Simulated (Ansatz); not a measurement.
# C3H6AlNO: a ladder of functionals and wavefunction methods

Aim: compute C3H6AlNO with functionals from several rungs and with coupled cluster. The yardstick is the atomisation energy at the CCSD(T) limit.

Program: Ansatz 0.2.0, Gaussian basis. Level of theory: functionals in def2-TZVPP, the program's frozen cores in correlated methods. These are calculated values, not measurements.

Plan: PBE-D4, r2SCAN-D4, PBE0-D4, B3LYP-D4, ωB97X-V, ωB97M-V, B2PLYP; CCSD(T)/def2-TZVPP; MP2/def2-QZVPP; extrapolation to the limit.

### 1 The relaxed structure

The geometry comes from an earlier relaxation with PBE0-D4 in a triple-zeta def2 set; it is a stationary point, not always the lowest conformer.

12 atoms, charge 0, spin multiplicity 1.

Atoms are counted from 1 here; the program's logs count them from 0.

Bond lengths: C1–C2 1.484 Å, C1–H7 1.089 Å, C1–H8 1.094 Å, C1–H9 1.095 Å, C2–N3 1.258 Å, C2–H10 1.094 Å, N3–C4 1.301 Å, C4–O5 1.285 Å, C4–Al6 1.955 Å, O5–Al6 1.881 Å, Al6–H11 1.581 Å, Al6–H12 1.583 Å. Angles: C2–C1–H7 111.0°, C2–C1–H8 110.0°, C2–C1–H9 110.1°, H7–C1–H8 109.4°, H7–C1–H9 109.6°, H8–C1–H9 106.6°, C1–C2–N3 122.8°, C1–C2–H10 117.5°, N3–C2–H10 119.8°, C2–N3–C4 140.2°, N3–C4–O5 123.0°, N3–C4–Al6 168.2°, O5–C4–Al6 67.3°, C4–O5–Al6 73.6°, C4–Al6–O5 39.1°, C4–Al6–H11 117.8°, C4–Al6–H12 116.5°, O5–Al6–H11 114.8° and more.

### 2 PBE-D4 (GGA)

in.yaml reads:

```yaml
crystal:
  periodic: [false, false, false]
  atoms:
    - {symbol: C, position_ang: [-0.543303, -2.485533, -0.043280]}
    - {symbol: C, position_ang: [0.084845, -1.189748, -0.400189]}
    - {symbol: N, position_ang: [-0.301971, -0.091658, 0.076171]}
    - {symbol: C, position_ang: [0.030832, 1.166486, 0.086767]}
    - {symbol: O, position_ang: [-0.532678, 2.046018, -0.662032]}
    - {symbol: Al, position_ang: [0.621071, 2.986384, 0.487856]}
    - {symbol: H, position_ang: [-1.355357, -2.343701, 0.667982]}
    - {symbol: H, position_ang: [-0.928583, -2.974455, -0.943109]}
    - {symbol: H, position_ang: [0.204577, -3.160657, 0.384336]}
    - {symbol: H, position_ang: [0.918736, -1.211194, -1.108737]}
    - {symbol: H, position_ang: [-0.097721, 3.750400, 1.670743]}
    - {symbol: H, position_ang: [1.976751, 3.452457, -0.182608]}
basis:
  gaussian: {orbitals: def2-TZVPP}
hamiltonian: {xc: pbe, dispersion: d4}
output: {forces: true, orbitals: {seedname: orbitals}}
```

Run with:

```sh
$ ansatz run in.yaml --threads 4 --pin off --events-out ev --progress --plain --max-ram 10444MiB
```

Further steps of the session: r2SCAN-D4 (meta-GGA); PBE0-D4 (hybrid); B3LYP-D4 (hybrid); ωB97X-V (range-separated); ωB97M-V (range-separated); B2PLYP (double hybrid); CCSD(T) in def2-TZVPP; MP2 in def2-QZVPP.

Before running them: what should the planned runs give, taken together? Wanted: atomisation energy, CCSD(T)/CBS; farthest; mean size of error, hybrid; mean size of error, range-separated; gap, smallest and largest; T1 diagnostic; triples share of the correlation energy.

The runs gave:

| quantity | value |
| --- | --- |
| atomisation energy, CCSD(T)/CBS | 48.146 eV |
| functionals within 0.241 eV (0.5 %) | none; nearest B2PLYP (-0.273 eV) |
| farthest | PBE-D4 (+1.798 eV) |
| mean size of error, hybrid | 0.359 eV |
| mean size of error, range-separated | 0.328 eV |
| gap, smallest and largest | 3.52 eV (PBE-D4), 10.36 eV (ωB97X-V) |
| T1 diagnostic | 0.0171 |
| triples share of the correlation energy | 4.4 % |

**Reading.** PBE-D4 misses by +1.798 eV. Double hybrids carry the basis error of their MP2 part in triple zeta, and no dispersion term here, so their miss is partly the set-up's. The reference freezes the cores and leaves out relativity and excitations past (T), so misses under about 0.241 eV can't be ranked. Hartree-Fock recovers 70 % of the binding; the rest is correlation. Orbital gaps span 3.5 to 10.4 eV; exact exchange widens them.
